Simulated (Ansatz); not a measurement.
# Ni (bcc type): how the settings move a single-point run

Aim: see which settings change the result for Ni (bcc type), by how much, and at what cost.

This is Ni in the bcc structure; at room conditions it is fcc.

Computed with Ansatz 0.2.0 (reference: DFT, LDA, all-electron LAPW, scalar-relativistic, unless a step's input says otherwise).

1 further run of the same task is left out (set aside as unsound or not needed). Runs told in other sessions of the task aren't counted.

## (1) The structure to begin with

The structure is cubic, space group Im-3m (No. 229). Conventional cell: a = 2.722 Å, b = 2.722 Å, c = 2.722 Å, α = 90.00°, β = 90.00°, γ = 90.00°. Ni (site symmetry m-3m) is surrounded by 8 Ni at 2.36 Å.

Coordinates:

```cif
data_structure
_symmetry_space_group_name_H-M 'Im-3m'
_symmetry_Int_Tables_number 229
_cell_length_a 2.7220
_cell_length_b 2.7220
_cell_length_c 2.7220
_cell_angle_alpha 90.000
_cell_angle_beta 90.000
_cell_angle_gamma 90.000
_cell_volume 20.17
loop_
_atom_site_label
_atom_site_type_symbol
_atom_site_symmetry_multiplicity
_atom_site_Wyckoff_symbol
_atom_site_fract_x
_atom_site_fract_y
_atom_site_fract_z
_atom_site_occupancy
Ni1 Ni 2 a 0.00000 0.00000 0.00000 1
```

## (2) Baseline

input.yaml reads:

```yaml
crystal:
  lattice:
    - [-1.3610010292, 1.3610010292, 1.3610010292]
    - [1.3610010292, -1.3610010292, 1.3610010292]
    - [1.3610010292, 1.3610010292, -1.3610010292]
  atoms:
    - { symbol: Ni, position: [0.0, 0.0, 0.0], spin: 1.0 }
magnetization:
  spin_polarized: true
kpoints:
  mp_grid: { grid: [22, 22, 22] }
  band_path:
    path:
      - [0.0, 0.0, 0.0]
      - [0.5, -0.5, 0.5]
      - [0.0, 0.0, 0.5]
      - [0.0, 0.0, 0.0]
      - [0.25, 0.25, 0.25]
      - [0.5, -0.5, 0.5]
      - [0.25, 0.25, 0.25]
      - [0.0, 0.0, 0.5]
    npoints: 14
scf:
  occupations: { method: fermi_dirac, width: 0.1 }
hamiltonian:
  xc: lda
  pseudopotentials: { kind: all_electron, lapw: { basis_error: 0.001 } }
output:
  forces: true
  stress: true
  eigenvalues: true
  populations: true
  dos: { projected: true, de: 0.2, e_range: [-14, 8] }
```

On the command line:

```
> ansatz run input.yaml --threads 1 --pin off --max-ram 3072MiB --backend cpu --events-out ev --progress --plain --runs-dir out
```

## (3) Changing settings: mp_grid.shift [0.5, 0.5, 0.5]

Edit input.yaml of step 2 so:

```diff
@@ -10,3 +10,3 @@
 kpoints:
-  mp_grid: { grid: [22, 22, 22] }
+  mp_grid: { grid: [22, 22, 22], shift: [0.5, 0.5, 0.5] }
   band_path:
@@ -32,2 +32 @@
   populations: true
-  dos: { projected: true, de: 0.2, e_range: [-14, 8] }
```

**Question.** What will these runs give? Wanted: for each run, ending; energy change; pressure; abs. moment; force.

The runs gave:

| run | ending | energy change | pressure (GPa) | abs. moment (μB) | force (eV/Å) | cycles | time |
| --- | --- | --- | --- | --- | --- | --- | --- |
| reference | converged | 0 | -0.1 | 0.29 | 0.00 | 11 | 47 s |
| 1: mp_grid.shift [0.5, 0.5, 0.5] | converged | 0.0 meV/atom | -0.3 | 0.22 | 0.00 | 12 | 53 s |

Times don't compare one to one where runs were asked for different outputs or read a saved state (see the inputs); cycles may leave out searches for a lower state.

Residual by cycle in the longest SCF loop of each run; runs are numbered as in the table. The quantity is the density residual dr2, in eV.

| cycle | reference | run 1 |
| --- | --- | --- |
| 1 | 6.5e-4 | 6.6e-4 |
| 2 | 1.8e-4 | 1.8e-4 |
| 3 | 3.5e-4 | 3.7e-4 |
| 4 | 4.9e-5 | 4.8e-5 |
| 5 | 8.6e-7 | 1.1e-6 |
| 6 | 2.3e-7 | 3.4e-7 |
| 7 | 8.2e-10 | 8.2e-10 |
| 8 | 7.3e-12 | 2.2e-10 |
| 9 | 5.8e-12 | 1.2e-10 |
| 10 | 6.8e-13 | 1.8e-11 |
| 11 | 2.0e-14 | 2.8e-12 |
| 12 | - | 4.0e-12 |

Changing the k-point mesh moves the energy by 0.0 meV/atom, and the absolute moment goes from 0.29 to 0.22 μB. Sampling errors of the energy have no fixed sign.
